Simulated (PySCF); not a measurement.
# NGaF2H2 in PySCF: further runs, part 2 of 2

PySCF 2.14.0. Earlier steps stand in the parts before.

## (5) Excitation energies (Tamm-Dancoff), PBE0

Contents of run.py:

```python
import json
import numpy as np
from pyscf.pbc import gto, scf, dft, df

cell = gto.Cell()
cell.basis = '6-31g*'
cell.fromfile('GaH2NF2.cif')
cell.exp_to_discard = 0
cell.precision = 1e-08
cell.max_memory = 2520  # MB
cell.verbose = 4
cell.build()

res = {}
kpts = cell.make_kpts([1, 1, 1])
mf = dft.KRKS(cell, kpts, xc='pbe0', exxdiv='ewald')
mf = mf.density_fit()
mf.with_df._cderi = 'cderi.h5'  # three-centre integrals saved by an earlier run on this cell, basis and mesh
mf.conv_tol = 1e-08
mf.max_cycle = 60

mf.kernel()
res.update(converged=bool(mf.converged), e_tot=mf.e_tot, nelec=cell.nelectron, nao=cell.nao, mesh=list(map(int, cell.mesh)), a=cell.lattice_vectors().tolist(), coords=cell.atom_coords().tolist(),
           mo_energy=[np.real(x).tolist() for x in mf.mo_energy], mo_occ=[np.real(x).tolist() for x in mf.mo_occ])
import h5py
print('fit functions by k pair:', sorted({v['0'].shape[0] for v in h5py.File(mf.with_df._cderi)['j3c'].values()}))
res.update(kpts=cell.get_scaled_kpts(kpts).tolist())
res['parts'] = {k: float(np.real(v)) for k, v in mf.scf_summary.items() if np.isscalar(v)}
json.dump(res, open('results.json', 'w'))
if not mf.converged:
    raise SystemExit('SCF not converged')

print('levels (eV)')
for i, kp in enumerate(res['kpts'][:40]):
    print('k %7.4f %7.4f %7.4f  ' % tuple(kp), ' '.join('%.3f' % (x * 27.211386) for x in res['mo_energy'][i][:34]))

# Mulliken populations
dm, s = np.asarray(mf.make_rdm1()), np.asarray(mf.get_ovlp())
sites = cell.aoslice_by_atom()[:, 2:]
tot = np.einsum('kij,kji->i', dm, s).real / len(kpts)
res['mulliken'] = [cell.atom_charge(i) - tot[a0:a1].sum() for i, (a0, a1) in enumerate(sites)]
print('Mulliken charges', np.round(res['mulliken'], 5))

from pyscf.pbc import tdscf
td = tdscf.KTDA(mf)
td.nstates = 5
td.kshift_lst = [0]
td.conv_tol = 1e-5
td.kernel()
res.update(excitations=np.real(td.e[0]).tolist(), post_converged=bool(np.all(td.converged)))
res['done'] = True
json.dump(res, open('results.json', 'w'))
```

Contents of GaH2NF2.cif:

```cif
data_GaH2NF2
_cell_length_a 12.00000000
_cell_length_b 13.00000000
_cell_length_c 11.00000000
_cell_angle_alpha 90.00000000
_cell_angle_beta 90.00000000
_cell_angle_gamma 90.00000000
_space_group_name_H-M_alt 'P1'
_space_group_name_Hall 'P 1'
_space_group_IT_number 1
loop_
_space_group_symop_operation_xyz
'x,y,z'
loop_
_atom_site_label
_atom_site_type_symbol
_atom_site_symmetry_multiplicity
_atom_site_Wyckoff_symbol
_atom_site_fract_x
_atom_site_fract_y
_atom_site_fract_z
_atom_site_occupancy
N1 N 1 a 0.4560625000 0.5897038500 0.4767409100 1
Ga1 Ga 1 a 0.5045375000 0.4605500000 0.4962590900 1
F1 F 1 a 0.6212708300 0.4308346200 0.5831409100 1
F2 F 1 a 0.4429125000 0.3565192300 0.4230409100 1
H1 H 1 a 0.4829458300 0.6467115400 0.5311409100 1
H2 H 1 a 0.3808958300 0.6041961500 0.4401318200 1
```

Potentials or basis: 6-31g* (all-electron).

Started as:

```
OMP_NUM_THREADS=2 python -u run.py > log
```

The log of the run:

```text
Discarded 0 diffused primitive functions, 0 contracted functions

******** <class 'pyscf.pbc.dft.krks.KRKS'> ********
method = KRKS
initial guess = minao
damping factor = 0
level_shift factor = 0
DIIS = <class 'pyscf.scf.diis.CDIIS'>
diis_start_cycle = 1
diis_space = 8
diis_damp = 0
SCF conv_tol = 1e-08
SCF conv_tol_grad = None
SCF max_cycles = 60
direct_scf = True
direct_scf_tol = 1e-13

******** PBC SCF flags ********
N kpts = 1
Exchange divergence treatment (exxdiv) = ewald
    madelung (= occupied orbital energy shift) = 0.12451564812305668
    Total energy shift due to Ewald probe charge = -1/2 * Nelec*madelung = -3.61095379557
DF object = <pyscf.pbc.df.df.GDF object>
XC functionals = pbe0
small_rho_cutoff = 0
radial grids:
    Treutler-Ahlrichs [JCP 102, 346 (1995); DOI:10.1063/1.469408] (M4) radial grids

becke partition: Becke, JCP 88, 2547 (1988); DOI:10.1063/1.454033
pruning grids: <function nwchem_prune>
grids dens level: 3
symmetrized grids: False
atomic radii adjust function: <function treutler_atomic_radii_adjust>
Set gradient conv threshold to 0.0001

******** <class 'pyscf.pbc.df.rsdf_builder._RSNucBuilder'> ********
mesh = [43 47 41] (82861 PWs)
ke_cutoff = 16.92809565338868
omega = 0.5174598520920043
exclude_d_aux = False
exclude_dd_block = True
j2c_eig_always = False
has_long_range = True
tot grids = 82946
cell vol = 11580.142  sum(weights) = 11670.7825
nelec by numeric integration = 58.00000770989872
init E= -2180.19224400667
  HOMO = -0.295640091392  LUMO = -0.0777884429558  gap/eV = 5.92805
nelec by numeric integration = 58.00000349702502
cycle= 1 E= -2179.48958995339  delta_E= 0.703  |g|= 1.11  |ddm|= 2.56
  HOMO = -0.219671027806  LUMO = -0.011987658959  gap/eV = 5.65135
nelec by numeric integration = 58.00000713269968
cycle= 2 E= -2179.16455670472  delta_E= 0.325  |g|= 1.84  |ddm|=    2
  HOMO = -0.272205865999  LUMO = -0.0283969257481  gap/eV = 6.63438
nelec by numeric integration = 58.00000491840293
cycle= 3 E= -2179.67533808107  delta_E= -0.511  |g|= 0.127  |ddm|=  1.3
  HOMO = -0.290586432171  LUMO = -0.0275443471155  gap/eV = 7.15774
nelec by numeric integration = 58.00000462531396
cycle= 4 E= -2179.67738518804  delta_E= -0.00205  |g|= 0.061  |ddm|= 0.118
  HOMO = -0.2814430483  LUMO = -0.0263623302038  gap/eV = 6.94110
nelec by numeric integration = 58.000004726928466
cycle= 5 E= -2179.67806072066  delta_E= -0.000676  |g|= 0.0123  |ddm|= 0.0468
  HOMO = -0.283174880945  LUMO = -0.026547388823  gap/eV = 6.98319
nelec by numeric integration = 58.0000047197377
cycle= 6 E= -2179.6780892486  delta_E= -2.85e-05  |g|= 0.00187  |ddm|= 0.0088
  HOMO = -0.282859544415  LUMO = -0.0263853795714  gap/eV = 6.97902
nelec by numeric integration = 58.00000471907146
cycle= 7 E= -2179.67808991271  delta_E= -6.64e-07  |g|= 0.000347  |ddm|= 0.00192
  HOMO = -0.282859259089  LUMO = -0.0264129004963  gap/eV = 6.97826
nelec by numeric integration = 58.00000471939563
cycle= 8 E= -2179.67808993652  delta_E= -2.38e-08  |g|= 5.32e-05  |ddm|= 0.000346
  HOMO = -0.282864403092  LUMO = -0.0264106990799  gap/eV = 6.97846
nelec by numeric integration = 58.00000471935991
cycle= 9 E= -2179.67808993721  delta_E= -6.85e-10  |g|= 9.01e-06  |ddm|= 6.28e-05
  HOMO = -0.282866645544  LUMO = -0.0264117006971  gap/eV = 6.97849
nelec by numeric integration = 58.00000471934187
Extra cycle  E= -2179.67808993721  delta_E= 1.82e-12  |g|= 1.21e-05  |ddm|= 1.88e-05
converged SCF energy = -2179.67808993721
fit functions by k pair: [427]
levels (eV)
k  0.0000  0.0000  0.0000   -10148.208 -1254.808 -1111.110 -1110.974 -1110.957 -672.887 -672.885 -391.580 -152.894 -105.878 -105.630 -105.588 -31.391 -31.252 -24.584 -23.672 -23.649 -23.562 -23.356 -22.724 -13.928 -13.556 -11.607 -11.314 -10.818 -10.288 -10.163 -10.160 -7.697 -0.719 0.484 2.024 2.181 4.119
Mulliken charges [-0.8263   0.96872 -0.44798 -0.44794  0.37681  0.37669]

******** <class 'pyscf.pbc.tdscf.krks.TDA'> for <class 'pyscf.pbc.dft.krks.KRKS'> ********
nstates = 5 singlet
deg_eia_thresh = 1.000e-03
kshift_lst = [0]
wfnsym = None
conv_tol = 1e-05
eigh lindep = 1e-12
eigh level_shift = 0
eigh max_cycle = 100

nelec by numeric integration = 58.00000471934187

******** <class 'pyscf.pbc.df.rsdf_builder._RSNucBuilder'> ********
mesh = [43 47 41] (82861 PWs)
ke_cutoff = 16.92809565338868
omega = 0.5174598520920043
exclude_d_aux = False
exclude_dd_block = True
j2c_eig_always = False
has_long_range = True
kshift = 0  Excited State energies (eV)
[5.46191291 7.26229177 7.73707049 7.77879633 8.03564207]
```

It took 2.5 min on 2 threads of Intel Xeon at 2.50GHz (Skylake/Cascade Lake), shared host; peak memory 1.9 GiB.

Results:

| Quantity | Value |
| --- | --- |
| Free energy | -59312.0624 eV |
| Gap between the frontier levels | 6.98 eV |
| Mulliken charges | N -0.83; Ga +0.97; F -0.45; H +0.38 e |

Levels at points of the mesh, in eV from the valence-band top:
| k point | band 24 | band 25 | band 26 | band 27 | band 28 | band 29 | band 30 | band 31 | band 32 | band 33 |
| --- | --- | --- | --- | --- | --- | --- | --- | --- | --- | --- |
| (0.00, 0.00, 0.00) | -3.62 | -3.12 | -2.59 | -2.47 | -2.46 | 0.00 | 6.98 | 8.18 | 9.72 | 9.88 |

Lowest excitation energies (eV): 5.46, 7.26, 7.74, 7.78, 8.04

Caveat: the basis is small and the box finite, so much correlation energy is missing and levels can be off by tenths of an eV; Mulliken charges move with the basis; the iterative solver can pass over a root and still report convergence; this is a molecule in a periodic box at the Γ point, so its band gap is the HOMO-LUMO gap; total energy, band gap and charges are those of the mean-field reference; relativity is left out, which matters for the heavier elements; the basis of atomic orbitals isn't converged, which shifts pressures, moduli and gaps.

## (6) Overview

| task | level | exxdiv | grid for exchange and correlation | gap on the mesh (eV) |
| --- | --- | --- | --- | --- |
| MP2 correlation energy | HF | ewald | - | 13.78 |
| RPA correlation energy | PBE | - | Becke, atom-centred | - |
| G0W0 quasiparticle levels | PBE0 | ewald | Becke, atom-centred | - |
| excitation energies (Tamm-Dancoff) | PBE0 | ewald | Becke, atom-centred | 6.98 |

Alike in all rows: potentials or basis 6-31g* (all-electron); no spin polarisation; cell as given; k mesh 1 × 1 × 1; smearing fixed.

Caveats: the basis is small and the box finite, so much correlation energy is missing and levels can be off by tenths of an eV; this is a molecule in a periodic box at the Γ point, so its band gap is the HOMO-LUMO gap; relativity is left out, which matters for the heavier elements; the basis of atomic orbitals isn't converged, which shifts pressures, moduli and gaps; the iterative solver can pass over a root and still report convergence (some runs).

Absolute energies hang on the potentials; compare differences alone.
